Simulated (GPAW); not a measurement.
Crystal: GaGe3.

```
Ge Ga
1.0
     4.27847    0.00000    0.00000
     0.00000    4.27847    0.00000
     0.00000    0.00000    4.27847
Ge Ga
3 1
Cartesian
  2.1392 2.1392 0.0000
  2.1392 0.0000 2.1392
  0.0000 2.1392 2.1392
  0.0000 0.0000 0.0000
```

The cell comes from a database or a generator and needn't be the stable form of this composition.

| Property | Result |
| --- | --- |
| Program | GPAW 26.7.0 |
| Task | single point |
| Functional | PBEsol |
| Potentials or basis | PAW data sets generated in the run's folder for this functional |
| Cutoff | 600 eV |
| Basis | pw |
| k mesh | 6 × 6 × 6 |
| Occupations | fermi-dirac, width 0.05 eV |
| Spin | no spin polarisation |

On this cell: pressure -3.7 GPa; largest force zero by symmetry; band gap on the k mesh none (metal or under the smearing width).

The same run follows on a disturbed copy (atoms moved at random, drawn with an rms of 0.05 Å):

```xyz
4
Lattice="4.2785 0.0000 0.0000 0.0000 4.2785 0.0000 0.0000 0.0000 4.2785" Properties=species:S:1:pos:R:3 pbc="T T T"
Ge    2.1418    2.1365   -0.0342
Ge    2.2038   -0.0294    2.1164
Ge    0.0533    2.1078    2.1391
Ga    0.0157    0.0279    0.0253
```

Problem. What does the disturbed cell give?

Solution. The energy (extrapolated to zero smearing) moves by -0.1 meV/atom; pressure -3.7 GPa; largest force 0.113 eV/Å; band gap on the k mesh none (metal or under the smearing width).

Forces on the atoms (eV/Å):
```
Ge  -0.072  0.081 -0.033
Ge   0.041 -0.041  0.017
Ge   0.018  0.027  0.060
Ga   0.013 -0.067 -0.044
```

Stress tensor (GPa, compression positive):
```
-3.69  0.02 -0.03
 0.02 -3.75  0.01
-0.03  0.01 -3.65
```
